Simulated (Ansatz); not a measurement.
A first try at a table of relaxed lattice constants and trends of a series on the Cu3Au structure: Lu3Nb, Lu3Pd, Lu3Cd, using the Ansatz DFT code, driven from Python.

Script `lu3nb.py`:
```python
"""A chemical series on the Cu3Au structure: relaxed cells and their trends."""

import warnings

import ansatz as az
import numpy as np
from tabulate import tabulate

SETTINGS = {
    "kspacing": 0.27,
    "filling": "fermi_dirac",
    "sigma": 0.1,
}


def cu3au(A, B, a):
    return (
        az.Lattice.cubic(a)
        .space_group(221)
        .atom(A, (0, 0, 0))
        .atom(B, (0, 0.5, 0.5))
    )


def compute(name, crystal, relax=True):
    calc = (
        crystal.calculation()
        .functional(az.Functional.LDA)
        .basis(-420)
        .kpoints(spacing=SETTINGS["kspacing"])
        .occupations(SETTINGS["filling"], width=SETTINGS["sigma"])
        .stress()
        .band_table()
    )
    if relax:
        calc = calc.relax(force_tolerance=0.03, max_steps=30, cell=True)
    return calc.run()

def bulk_modulus(name, outcome, step=0.01):
    # B = -V dP/dV from the pressures of two uniformly scaled cells, atoms held at their fractions
    pressure = []
    for factor in (1 - step, 1.0, 1 + step):
        cell = az.Crystal(lattice=az.Lattice.of(outcome.lattice.cell_ang * factor ** (1 / 3)))
        for site in outcome.report["lattice"]["sites"]:
            cell = cell.atom(site["symbol"], site["position_frac"])
        pressure.append(np.trace(compute(name, cell, relax=False).report["stress_gpa"]) / 3)
    slope, bend = (pressure[0] - pressure[2]) / (2 * step), abs(pressure[0] + pressure[2] - 2 * pressure[1])
    # a jump of mesh or basis between the cells shows as a kink: no modulus then
    return float(slope) if bend < 12 * step**2 * abs(slope) + 0.15 and abs(pressure[1]) < 1.5 else float("nan")


def volume_per_atom(outcome):
    return abs(np.linalg.det(outcome.lattice.cell_ang)) / len(outcome.lattice.sites)

# the lattice constants below are starting guesses
warnings.simplefilter("ignore")

phases = {}
phases["Lu3Nb"] = cu3au("Nb", "Lu", 5.05)
phases["Lu3Pd"] = cu3au("Pd", "Lu", 4.69)
phases["Lu3Cd"] = cu3au("Cd", "Lu", 4.76)

done = {}
for name, crystal in phases.items():
    try:
        done[name] = compute(name, crystal)
    except az.NonConvergedError as error:
        print(name, "did not converge:", str(error)[:120])

rows = [(name, float(np.linalg.norm(o.lattice.cell_ang[0])), volume_per_atom(o), bulk_modulus(name, o)) for name, o in done.items()]
print(tabulate(rows, headers=["compound", "a (A)", "V (A^3/atom)", "B (GPa)"], floatfmt=".4f", tablefmt="plain"))
```

```console
$ python lu3nb.py
Traceback (most recent call last):
  File "lu3nb.py", line 66, in <module>
    done[name] = compute(name, crystal)
                 ~~~~~~~^^^^^^^^^^^^^^^
  File "lu3nb.py", line 37, in compute
    return calc.run()
           ~~~~~~~~^^
  ...
ansatz.RefusalError: invalid value for `basis.ecutwfc`: must be finite and > 0; got -420 eV
```
(Library frames cut from the traceback.)

Why does it end like this?

The fault: the cutoff is negative. The correction:

```diff
--- before
+++ after
@@ -9,2 +9,3 @@
 SETTINGS = {
+    "ecut": 420,
     "kspacing": 0.27,
@@ -28,3 +29,3 @@
         .functional(az.Functional.LDA)
-        .basis(-420)
+        .basis(SETTINGS["ecut"])
         .kpoints(spacing=SETTINGS["kspacing"])
```

The mended script runs so:

```console
$ python lu3nb.py
compound      a (A)    V (A^3/atom)    B (GPa)
Lu3Nb        4.5039         22.8411    73.6617
Lu3Pd        4.4257         21.6717    74.7902
Lu3Cd        4.5677         23.8257    61.3484
```

What to keep in mind:
- For the metals among these phases the mesh is modest: differences between phases can be off by up to 40 meV an atom.
- The bulk modulus is taken at fixed shape and positions, an upper value where these are free.
- Pressure is positive in compression.
- The cells are built on a prototype by substitution; a member may or may not take this structure in nature.
- The whole script took 2.7 min on 1 thread of Arm Neoverse V1 (shared host), peak memory 0.5 GiB.
